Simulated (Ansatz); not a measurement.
**SnH3OF (SMILES [OH][SnH2][F]): B2PLYP/def2-SVPD (core potential)**

What is the vertical singlet–triplet gap of SnH3OF at B2PLYP/def2-SVPD (core potential)? 

The calculation is run with Ansatz 0.2.0.

73 further runs of the same task are left out: 73 set aside as unsound or not needed.

## (1) The system as given

SnH3OF: 6 atoms, total charge 0, spin state singlet. SMILES: `[OH][SnH2][F]`. The coordinates come from a PBE0-D4/def2-TZVP relaxation. This is one conformer, not always the lowest.

Bond lengths: O1–Sn2 1.948 Å, Sn2–F3 1.922 Å, O1–H4 0.960 Å, Sn2–H5 1.701 Å, Sn2–H6 1.692 Å. Angles: O1–Sn2–F3 105.3°, O1–Sn2–H5 111.8°, O1–Sn2–H6 106.0°, F3–Sn2–H5 104.3°, F3–Sn2–H6 107.5°, Sn2–O1–H4 114.0°, H5–Sn2–H6 120.8°.

## (2) The energy at B2PLYP/def2-SVPD (core potential)

Contents of run.yaml:

```yaml
crystal:
  periodic: [false, false, false]
  atoms:
    - symbol: O
      position_ang: [-1.414400, -0.333000, -0.425000]
    - symbol: Sn
      position_ang: [0.302300, 0.255900, 0.283700]
    - symbol: F
      position_ang: [1.409100, -1.315100, 0.302100]
    - symbol: H
      position_ang: [-1.368600, -0.685700, -1.316700]
    - symbol: H
      position_ang: [1.096100, 1.317100, -0.782100]
    - symbol: H
      position_ang: [0.017500, 0.696700, 1.891900]
basis:
  gaussian:
    orbitals: def2-SVPD
accuracy: high
correlation:
  frozen_orbitals: {F: 1, H: 0, O: 1, Sn: 4}
hamiltonian:
  xc: {name: B2PLYP}
output: {orbitals: {seedname: orbitals}}
```

On the command line:

```sh
$ ansatz run run.yaml --threads 1 --pin off --max-ram 3480MiB --events-out events.jsonl --progress --plain --runs-dir runs
```

The log of the run:

```text
Warning: RAYON_NUM_THREADS=1 ignored (pool sized by the plan → 1); use --threads N
Functional definition: B2PLYP
  name "B2PLYP"
  parameter a = 0.53
  parameter c = 0.27
  exchange = (1 - a)*b88_x + a*exact_x
  correlation = (1 - c)*lyp_c + c*(mp2_os + mp2_ss)
2210 factors; integrals over basis functions are off by at most 2.9e-9 eV
mean field evaluation 1: about -10619.8706 eV, gradient 5.7e1 eV
mean field evaluation 2: about -10619.9816 eV, gradient 5.7e1 eV
mean field evaluation 4: about -10625.6868 eV, gradient 3.3e0 eV
mean field evaluation 8: about -10625.7294 eV, gradient 3.2e-1 eV
mean field evaluation 16: about -10625.7296 eV, gradient 1.8e-5 eV
mean field -10625.72964977 eV, -390.4883622510 hartree, gradient 5.4e-8 eV, S^2 0.000000; 0 other end points of the search recorded, 0 dependent functions left out
6 core orbitals not correlated: weight in the atoms' cores, before any rotation towards them, 1.000 or more for the frozen orbitals, at most 0.000 for the correlated occupied ones
reference -10625.72967536 eV, -390.4883631911 hartree; 15, 15 occupied and 81, 81 virtual orbitals, 2210 factors
second order -17.75006257 eV of doubles, -0.00000000 eV of singles
Total energy: -10630.52219225 eV, -390.6644849385 hartree
```

Wall time 13 s (1 thread of Arm Neoverse V1, shared host); peak memory 0.35 GiB.

## (3) The triplet at the same level

Contents of input.yaml:

```yaml
basis:
  gaussian:
    orbitals: def2-SVPD
crystal:
  periodic: [false, false, false]
  atoms:
    - symbol: O
      position_ang: [-1.414400, -0.333000, -0.425000]
    - symbol: Sn
      position_ang: [0.302300, 0.255900, 0.283700]
    - symbol: F
      position_ang: [1.409100, -1.315100, 0.302100]
    - symbol: H
      position_ang: [-1.368600, -0.685700, -1.316700]
    - symbol: H
      position_ang: [1.096100, 1.317100, -0.782100]
    - symbol: H
      position_ang: [0.017500, 0.696700, 1.891900]
magnetization:
  spin_polarized: true
  initial_magnetization: 2
hamiltonian:
  xc: {name: B2PLYP}
correlation:
  frozen_orbitals: {F: 1, H: 0, O: 1, Sn: 4}
accuracy: high
output: {orbitals: {seedname: orbitals}}
```

On the command line:

```sh
$ ansatz run input.yaml --threads 1 --pin off --max-ram 3480MiB --events-out events.jsonl --progress --plain --runs-dir runs
```

The log of the run:

```text
Warning: RAYON_NUM_THREADS=1 ignored (pool sized by the plan → 1); use --threads N
[... 6 set-up lines as earlier in the session ...]
2210 factors; integrals over basis functions are off by at most 2.9e-9 eV
mean field evaluation 1: about -10610.8357 eV, gradient 4.4e1 eV
mean field evaluation 2: about -10610.8960 eV, gradient 4.4e1 eV
mean field evaluation 4: about -10617.6817 eV, gradient 1.4e1 eV
mean field evaluation 8: about -10618.9055 eV, gradient 1.2e0 eV
mean field evaluation 16: about -10619.4995 eV, gradient 4.6e-1 eV
mean field evaluation 32: about -10619.3655 eV, gradient 1.4e0 eV
mean field evaluation 64: about -10619.1186 eV, gradient 2.2e0 eV
mean field -10619.51513316 eV, -390.2599829778 hartree, gradient 2.0e-8 eV, S^2 2.007289; 6 other end points of the search recorded, 0 dependent functions left out
6 core orbitals not correlated: weight in the atoms' cores, before any rotation towards them, 1.000 or more for the frozen orbitals, at most 0.000 for the correlated occupied ones
reference -10619.51515772 eV, -390.2599838804 hartree; 16, 14 occupied and 80, 82 virtual orbitals, 2210 factors
second order -16.39987529 eV of doubles, -0.00000000 eV of singles
Total energy: -10623.94312405 eV, -390.4227086415 hartree
```

Run time: 37 s. Hardware: 1 thread of Arm Neoverse V1, shared host; peak memory 0.64 GiB.

## (4) Results

Level: B2PLYP/def2-SVPD (core potential), 6 core orbitals frozen.

```
                                                         quantity          value
                                            singlet: total energy  -390.66448 Eh
                       singlet: HOMO energy (SCF part's orbitals)      -10.58 eV
                       singlet: LUMO energy (SCF part's orbitals)        0.38 eV
                     singlet: HOMO–LUMO gap (SCF part's orbitals)       10.96 eV
                                            triplet: total energy  -390.42271 Eh
triplet: HOMO energy (SCF part's orbitals) (highest over α and β)       -3.91 eV
                                                    triplet: ⟨S²⟩          2.007
                 vertical energy of the triplet above the singlet       6.579 eV
```

In words: At this shape the triplet lies 6.58 eV (152 kcal/mol) above the singlet.
